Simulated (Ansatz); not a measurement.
# Au (Gold): the cost of one run

Computed with Ansatz 0.2.0 (DFT PBEsol, frozen-core PAW, scalar-relativistic unless said, unless a step's input says otherwise).

The COD entry's cell or inner coordinates are ideal or old and differ from later refinements, so a difference from it is no clean test against experiment.

1 further run of the same task is left out (it didn't finish).

**1. The starting structure**

It takes space group Fm-3m (No. 225, cubic). The conventional cell has a = 4.070 Å, b = 4.070 Å, c = 4.070 Å, α = 90.00°, β = 90.00°, γ = 90.00°. Around Au (site symmetry m-3m) lie 12 Au at 2.88 Å.

Structure file:

```cif
data_structure
_symmetry_space_group_name_H-M 'Fm-3m'
_symmetry_Int_Tables_number 225
_cell_length_a 4.0700
_cell_length_b 4.0700
_cell_length_c 4.0700
_cell_angle_alpha 90.000
_cell_angle_beta 90.000
_cell_angle_gamma 90.000
_cell_volume 67.42
loop_
_atom_site_label
_atom_site_type_symbol
_atom_site_symmetry_multiplicity
_atom_site_Wyckoff_symbol
_atom_site_fract_x
_atom_site_fract_y
_atom_site_fract_z
_atom_site_occupancy
Au1 Au 4 a 0.00000 0.00000 0.00000 1
```

Cartesian axes are those of the input's lattice vectors. The structure goes back to a database entry.

**2. Cell and atoms relaxed, PAW**

input.yaml

```yaml
crystal:
  lattice:
    - [0.0, 2.035, 2.035]
    - [2.035, 0.0, 2.035]
    - [2.035, 2.035, 0.0]
  atoms:
    - { symbol: Au, position: [0.0, 0.0, 0.0] }
kpoints:
  mp_grid: { grid: [24, 24, 24] }
scf:
  occupations: { method: fermi_dirac, width: 0.08 }
hamiltonian:
  xc: pbesol
  pseudopotentials: { kind: paw }
relax:
  f_tol: 0.002
  max_steps: 80
  cell: {}
output:
  forces: true
  stress: true
  write_density: true
  write_potential: true
  elf: true
  volumetric_format: npy
```

Started as:

```
$ ansatz run input.yaml --threads 2 --pin off --max-ram 10240MiB --backend cpu --events-out ev --progress --plain --runs-dir out
```

**Question.** How long does this run take on 2 threads of Intel Xeon 6975P-C (Granite Rapids), shared host, and how much memory does it need?

About 6.8 s, with a peak of 0.46 GiB.
